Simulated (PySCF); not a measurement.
NC2O2H, in a box:

```
CELL_PARAMETERS angstrom
12.00000 0.00000 0.00000
0.00000 13.00000 0.00000
0.00000 0.00000 12.00000
ATOMIC_POSITIONS crystal
N 0.62330 0.38203 0.56907
C 0.55242 0.44295 0.57626
O 0.47640 0.51208 0.59456
C 0.44470 0.57117 0.50348
O 0.48264 0.56408 0.41313
H 0.38010 0.62490 0.52985
```

The cell isn't the ideal one: atoms moved at random, drawn with an rms of 0.05 Å.

Base run:

| Item | Value |
| --- | --- |
| Program | PySCF 2.14.0 |
| Functional | PBE |
| Potentials or basis | cc-pvdz (all-electron) |
| k mesh | 1 × 1 × 1 |
| Occupations | fixed |
| Spin | no spin polarisation |

Its results: gap between the frontier levels 5.31 eV.

Task: The run is repeated on the same cell with these changes: functional from PBE to SCAN0. What comes out?

Result: Gap between the frontier levels 8.26 eV.

SCAN0 gives the wider gap, since exact exchange removes part of the self-interaction.

Caveats: this is a molecule in a periodic box at the Γ point, so its band gap is the HOMO-LUMO gap; the basis of atomic orbitals isn't converged, which shifts pressures, moduli and gaps.

